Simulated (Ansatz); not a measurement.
# CrSeS: the cost of one run

Code: Ansatz 0.2.0. PAW datasets, plane waves, zero pressure. Note: simulated data, non-magnetic, for a generated structure that need not be the stable one.

1 further run of the same task is left out (for a known fault of the program). Runs told in other sessions of the task aren't counted.

## Step 1: The system as given

In-plane lattice: a = 3.307 Å, b = 3.307 Å, γ = 120.0°; thickness between the outer nuclei 3.23 Å. Near Cr stand 3 S at 2.50 Å and 3 Se at 2.50 Å; near S stand 3 Cr at 2.50 Å; near Se stand 3 Cr at 2.50 Å.

The structure in full:

```
Cr S Se
1.0
     3.30695    0.00000    0.00000
    -1.65348    2.86390    0.00000
     0.00000    0.00000   18.00000
Cr S Se
1 1 1
Cartesian
  0.0000 1.9093 9.0000
  1.6535 0.9546 10.6144
  1.6535 0.9546 7.3856
```
Periodic in the plane only; c spans the vacuum.

## Step 2: PBE: cell and atoms

input.yaml reads:

```yaml
crystal:
  lattice:
    - [3.306951095, 0.0, 0.0]
    - [-1.6534755475, 2.8639036573, 0.0]
    - [0.0, 0.0, 18.0]
  atoms:
    - { symbol: Cr, position: [0.3333333333, 0.6666666667, 0.5] }
    - { symbol: S, position: [0.6666666667, 0.3333333333, 0.5896898372] }
    - { symbol: Se, position: [0.6666666667, 0.3333333333, 0.4103101628] }
  periodic: [true, true, false]
kpoints:
  mp_grid: { grid: [12, 12, 1] }
hamiltonian:
  xc: pbe
scf:
  occupations: { method: fermi_dirac, width: 0.02 }
relax:
  f_tol: 0.005
  cell: {}
```

The run is started by

```sh
$ ansatz run input.yaml --threads 4 --pin off --max-ram 5529MiB --backend cpu --events-out ev --progress --plain --runs-dir out
```

What time and memory should one allow on 4 threads of Arm Neoverse V2, shared host?

About 17 s, with a peak of 0.59 GiB.
